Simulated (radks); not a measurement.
# Pr inside a hard spherical wall

An exercise on one series of results from a longer session: the logs are not shown, and one member is left open.

The numbers are computed with radks (a radial shooting solver on a logarithmic mesh, Libxc functionals) version 1 (scalar-relativistic Kohn-Sham, PBE, spin-polarised, spherical densities, finite nucleus; open shells are filled with parallel spins first), except any that are marked as measured or tabulated.

### The system

```
element            : praseodymium (Z = 59)
charge             : 0
electrons          : 59
configuration      : [Xe] 4f3 6s2
nuclear rms radius : 4.8919 fm
```

Outer shells as boxes (Hund's rule):

Pr
```
[Xe] core
4f [↑ ][↑ ][↑ ][  ][  ][  ][  ]
6s [↑↓]
```

Set-up of the first run:

Settings of this run:

```text
Z 59
configuration [Xe] 4f3 6s2 5d0 6p0 7s0
relativity scalar-relativistic
functional pbe,pbe
spin polarised
nucleus finite rms 4.8919 fm
c 137.035999084
```

Steps of the session up to this table: The free atom; Wall at 20 bohr; Wall at 15 bohr; Wall at 12 bohr; Wall at 8 bohr; Wall at 6 bohr; Wall at 4 bohr; Wall at 3.5 bohr; Wall at 3 bohr; Wall at 2.5 bohr.

One table of the session follows, with a row left open; its other results are not shown here.

| R (bohr) | E − E(free) (eV) | ε(5d, empty) (eV) | ε(4f) (eV) | ε(6p, empty) (eV) | ε(7s, empty) (eV) |
| --- | --- | --- | --- | --- | --- |
| free | 0.000 | -2.166 | -1.846 | -1.270 | - |
| 20 | 0.000 | -2.166 | -1.846 | -1.269 | 0.014 |
| 15 | 0.001 | -2.161 | -1.841 | -1.250 | 0.397 |
| 12 | 0.020 | -2.114 | -1.787 | -1.140 | 1.300 |
| 8 | 0.726 | -1.374 | -0.958 | 0.270 | 7.077 |
| 6 | 4.237 | 0.456 | 0.909 | 4.311 | 19.371 |
| 4 | 32.407 | 8.334 | 7.909 | 24.889 | 69.657 |
| 3.5 | 61.257 | 14.410 | 12.996 | 40.849 | 104.24 |
| 3 | ? | ? | ? | ? | ? |
| 2.5 | 286.74 | 50.153 | 38.669 | 129.78 | 279.20 |

Estimate the missing values for R (bohr) = 3.

Worked estimate for «E − E(free) (eV)». A straight line through the neighbours (3.5, 61.257) and (2.5, 286.74) gives 61.257 + (286.74 − 61.257) × (3 − 3.5) / (2.5 − 3.5) = 174.00; a parabola fitted to 3 rows on both sides gives 146.03.

As computed: E − E(free) (eV): 126.00; ε(5d, empty) (eV): 25.975; ε(4f) (eV): 22.032; ε(6p, empty) (eV): 70.450; ε(7s, empty) (eV): 164.65. In «E − E(free) (eV)» the line misses by +48.00 and the parabola by +20.03.

From R = 6 bohr inwards the highest occupied level lies above zero, pushed up by confinement. Shells are not refilled when levels cross, and a hard wall is a model, not a crystal.
